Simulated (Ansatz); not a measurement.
# SiGeH₄ (triplet): the correlation ladder at distance Ge1–H5 along a hydrogen transfer = 1.848 Å, cc-pVDZ

An exercise on one series of results from a longer session: the logs are not shown, and one member is left open.

The runs use Ansatz 0.2.0, Gaussian basis; cc-pVDZ, core rule «outside noble gas», up to 19 orbitals frozen.

To be run: UHF; CCSD(T) on ROHF; CCSD(T) on UHF; BCCD(T) on ROHF; CISD; CCSDT(Q) on ROHF; CCSDT(Q) on UHF; CASSCF and MRCISD+Q, 4 electrons in 4 orbitals; CASSCF and NEVPT2, 4 electrons in 4 orbitals.

9 further runs of the same task are left out: 7 that didn't finish, 2 set aside as unsound or not needed.

## The geometry

The geometry derives from fragments relaxed apart (PBE0/def2-TZVP) and kept rigid, so it is no stationary point. A hydrogen atom is moved between rigid fragments. No spin-orbit coupling is included. The filled d shell of Ge may be among the frozen orbitals whatever the setting's name suggests; the logs give the count.

6 atoms, charge 0, spin multiplicity 3.

Atoms are counted from 1 here; the program's logs count them from 0.

Bond lengths: Ge1–H2 1.534 Å, Ge1–H3 1.534 Å, Ge1–H4 1.534 Å, Ge1–H5 1.848 Å, H5–Si6 1.565 Å. Angles: H2–Ge1–H3 109.5°, H2–Ge1–H4 109.5°, H2–Ge1–H5 109.5°, H3–Ge1–H4 109.5°, H3–Ge1–H5 109.5°, H4–Ge1–H5 109.5°, Ge1–H5–Si6 180.0°.

Set-up of the first run:

File in.yaml:

```yaml
crystal:
  periodic: [false, false, false]
  atoms:
    - {symbol: Ge, position_ang: [-0.918046, 0.000000, 0.000000]}
    - {symbol: H, position_ang: [-1.429496, 1.446599, 0.000000]}
    - {symbol: H, position_ang: [-1.429495, -0.723300, 1.252792]}
    - {symbol: H, position_ang: [-1.429496, -0.723299, -1.252792]}
    - {symbol: H, position_ang: [0.929954, 0.000000, 0.000000]}
    - {symbol: Si, position_ang: [2.494954, 0.000000, 0.000000]}
basis:
  gaussian: {orbitals: cc-pVDZ}
magnetization: {spin_polarized: true, initial_magnetization: 2}
hamiltonian: {xc: hf}
output: {orbitals: {seedname: orbitals}}
```

Launch:

```
> ansatz run in.yaml --threads 1 --pin off --events-out ev --progress --plain --max-ram 2393MiB
```

Steps of the session up to this table: UHF; CCSD(T) on ROHF; CCSD(T) on UHF; BCCD(T) on ROHF; CISD; CCSDT(Q) on ROHF; CCSDT(Q) on UHF; CASSCF and MRCISD+Q, 4 electrons in 4 orbitals; CASSCF and NEVPT2, 4 electrons in 4 orbitals.

One table of the session follows, with a row left open; its other results are not shown here.

It belongs to the step «Misses and costs». 

```
       method  from UCCSDT(Q) (kJ/mol)
         ROHF                   +605.2
          UHF                   +591.2
         RMP2                   +142.1
         UMP2                   +142.5
         CISD                    +73.2
        RCCSD                    +19.9
        UCCSD                    +19.5
     RCCSD(T)                     +4.5
     UCCSD(T)                     +4.5
      BCCD(T)                     +4.4
       RCCSDT                     +0.8
       UCCSDT                     +0.7
    RCCSDT(Q)                      0.0
    UCCSDT(Q)                        0
  CASSCF pair                        ?
  NEVPT2 pair                   +145.1
  MRCISD pair                    +64.6
MRCISD+Q pair                     +3.3
```

Q: Estimate the row for CASSCF pair from the others.

As computed: from UCCSDT(Q) (kJ/mol): +561.9. In the column «from UCCSDT(Q) (kJ/mol)» it lies between NEVPT2 pair (+145.1) and UHF (+591.2).

To keep in mind: Restricted and unrestricted rows rest on different reference determinants; where their highest levels disagree by more than a few hundredths of an eV, they describe different states and don't form one ladder.
